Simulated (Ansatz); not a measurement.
# LiGaH2: single points off equilibrium

One table from this session's results is given with a row withheld; the runs are named, their logs left out.

The runs use Ansatz 0.2.0, Gaussian basis; single points in def2-TZVPP.

Cores are frozen in the correlated methods. Filled d shells of the heavier atoms are correlated. The outer core shell of Li, Na, Mg and K is correlated.

## The system as given

SMILES `[Li][GaH2]`, 4 atoms, charge 0, spin multiplicity 1.

Atoms are counted from 1 here; the program's logs count them from 0.

Bond lengths: Li1–Ga2 2.446 Å, Ga2–H3 1.763 Å, Ga2–H4 1.637 Å. Angles: Li1–Ga2–H3 127.8°, Li1–Ga2–H4 134.1°, H3–Ga2–H4 97.2°.

Geometry (Å):

```mol
GaH2Li
  3D, bonds by distance, orders not assigned

  4  3  0  0  0  0  0  0  0  0999 V2000
   -1.8622    0.6758   -1.2317 Li  0  0
    0.1016    0.0171    0.0690 Ga  0  0
    0.8126   -1.5899    0.2131 H   0  0
    1.3055    0.8422    0.8106 H   0  0
  1  2  8  0
  2  3  8  0
  2  4  8  0
M  END
```

The first run:

The input, run/in.yaml:

```yaml
crystal:
  periodic: [false, false, false]
  atoms:
    - {symbol: Li, position_ang: [-1.862200, 0.675800, -1.231700]}
    - {symbol: Ga, position_ang: [0.101600, 0.017100, 0.069000]}
    - {symbol: H, position_ang: [0.812600, -1.589900, 0.213100]}
    - {symbol: H, position_ang: [1.305500, 0.842200, 0.810600]}
basis:
  gaussian: {orbitals: def2-TZVPP}
correlation: {method: ccsd_t}
output: {forces: true}
```

No record of the launch command was kept for these runs.

Among the steps run: CCSD(T)/def2-TZVPP; PBE0-D4/def2-TZVPP; wB97M-V/def2-TZVPP; r2SCAN-D4/def2-TZVPP; PBE-D4/def2-TZVPP; CAM-B3LYP-D4/def2-TZVPP; B97M-V/def2-TZVPP.

One of the session's tables, all rows but one given; the rest of the session is left out.

| method | RMS force component (eV/Å) | angle to CCSD(T) forces (°) | dipole (D) |
| --- | --- | --- | --- |
| CCSD(T) | 0.675 | reference | 7.94 |
| PBE0-D4 | 0.642 | 1.9 | 7.70 |
| wB97M-V | 0.668 | 2.7 | 7.88 |
| r2SCAN-D4 | 0.645 | 2.0 | 7.87 |
| PBE-D4 | 0.562 | 5.3 | 7.38 |
| CAM-B3LYP-D4 | ? | ? | ? |
| B97M-V | 0.592 | 5.0 | 7.92 |

Q: Estimate the row for CAM-B3LYP-D4 from the others.

As computed: RMS force component (eV/Å): 0.666; angle to CCSD(T) forces (°): 2.8; dipole (D): 7.90. In the column «RMS force component (eV/Å)» it lies between r2SCAN-D4 (0.645) and wB97M-V (0.668).
